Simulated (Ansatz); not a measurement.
# CRu: the cost of one run

The runs use Ansatz 0.2.0, Gaussian basis; def2-QZVPP, core rule «outside noble gas», up to 5 orbitals frozen.

The runs, in order: UHF; ROHF; CCSD(T) on UHF.

2 further runs of the same task are left out: 2 set aside as unsound or not needed.

### Step 1. What is computed

The geometry is a PBE0/def2-TZVP stationary point (not a proven minimum) of the parent state, kept for this charge and spin. No spin-orbit coupling is included. Elements past krypton take def2 core potentials.

2 atoms, charge 1, spin multiplicity 4.

Atoms are counted from 1 here; the program's logs count them from 0.

Bond lengths: Ru1–C2 1.605 Å.

### Step 2. UHF

in.yaml

```yaml
crystal:
  periodic: [false, false, false]
  atoms:
    - {symbol: Ru, position_ang: [0.000000, 0.000000, 0.000000]}
    - {symbol: C, position_ang: [0.000000, 0.000000, 1.605400]}
basis:
  gaussian: {orbitals: "def2-QZVPP.json"}
total_charge: 1
magnetization: {spin_polarized: true, initial_magnetization: 3}
hamiltonian: {xc: hf}
output: {orbitals: {seedname: orbitals}}
```

Run with:

```bash
$ ansatz run in.yaml --threads 1 --pin off --events-out ev --progress --plain --max-ram 4096MiB --backend cpu
```

Q: Estimate wall time and peak memory on 1 thread of AMD EPYC 7R13, shared host.

About 19 s, with a peak of 0.32 GiB.
